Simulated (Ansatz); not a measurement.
# H5NSn: the cost of one run

Computed with Ansatz 0.2.0, Gaussian basis. Level: PBE0-D4/def2-TZVP structures, single points in def2-TZVPP, no counterpoise correction.

Levels: SPW92, PBE-D4, BLYP-D4, r2SCAN-D4, B97M-V, PBE0-D4, B3LYP-D4, r2SCAN0-D4, BHLYP-D4, CAM-B3LYP-D4, wB97X-V, wB97M-V, B2PLYP, PBE-QIDH, RPA on PBE, Hartree-Fock, MP2, CCSD, CCSD(T).

Correlated methods freeze the cores. Filled d shells of the heavier atoms are correlated. Core potentials replace the inner electrons past krypton, and spin-orbit coupling is left out. B3LYP uses VWN-RPA correlation. B2PLYP carries no dispersion term here.

88 further runs of the same task are left out: 88 set aside as unsound or not needed.

### Step 1. Where the work starts

The complex: 11 atoms, charge 0, spin multiplicity 1.

Atoms are counted from 1 here; the program's logs count them from 0.

Bond lengths: Sn1–N2 2.038 Å, Sn1–H3 1.716 Å, Sn1–H4 1.703 Å, Sn1–H5 1.703 Å, N2–H8 1.013 Å, N2–H9 1.013 Å, H6–P7 1.421 Å, P7–H10 1.420 Å, P7–H11 1.420 Å. Angles: N2–Sn1–H3 112.8°, N2–Sn1–H4 105.7°, N2–Sn1–H5 105.7°, H3–Sn1–H4 110.0°, H3–Sn1–H5 110.1°, H4–Sn1–H5 112.5°, Sn1–N2–H8 112.8°, Sn1–N2–H9 112.7°, H8–N2–H9 107.0°, H6–P7–H10 93.8°, H6–P7–H11 93.8°, H10–P7–H11 93.4°.

As a file:

| atom | x (Å) | y (Å) | z (Å) |
| --- | --- | --- | --- |
| Sn1 | -0.9469 | -1.3781 | 0.6789 |
| N2 | 1.0446 | -0.9477 | 0.6489 |
| H3 | -1.2947 | -2.8560 | 1.4793 |
| H4 | -1.6873 | -0.0833 | 1.5009 |
| H5 | -1.4216 | -1.4716 | -0.9540 |
| H6 | 0.6851 | 1.3189 | -0.6776 |
| P7 | -0.2460 | 2.2098 | -1.2766 |
| H8 | 1.4410 | -0.8620 | 1.5768 |
| H9 | 1.5876 | -1.6482 | 0.1592 |
| H10 | 0.3224 | 3.3607 | -0.6702 |
| H11 | 0.5158 | 2.3573 | -2.4655 |

Its parts: SnNH₅ holds atoms 1, 2, 3, 4, 5, 8, 9; PH₃ holds atoms 6, 7, 10, 11. Each part counts its atoms afresh in its own runs.

### Step 2. Relaxing SnNH₅ alone

Input file relax-a/in.yaml:

```yaml
crystal:
  periodic: [false, false, false]
  atoms:
    - {symbol: Sn, position_ang: [-0.946906, -1.378051, 0.678886]}
    - {symbol: N, position_ang: [1.044603, -0.947669, 0.648855]}
    - {symbol: H, position_ang: [-1.294746, -2.855954, 1.479263]}
    - {symbol: H, position_ang: [-1.687324, -0.083253, 1.500862]}
    - {symbol: H, position_ang: [-1.421555, -1.471624, -0.953958]}
    - {symbol: H, position_ang: [1.440996, -0.861998, 1.576761]}
    - {symbol: H, position_ang: [1.587616, -1.648152, 0.159153]}
basis:
  gaussian: {orbitals: def2-TZVP}
hamiltonian: {xc: pbe0, dispersion: d4}
relax: {f_tol: 0.005, max_steps: 200}
```

Launch:

```console
ansatz run in.yaml --threads 4 --pin off --events-out ev --progress --plain --max-ram 9574MiB
```

**Question.** How long does this run take on 4 threads of Arm Neoverse V1, shared host?

About 4.9 s.
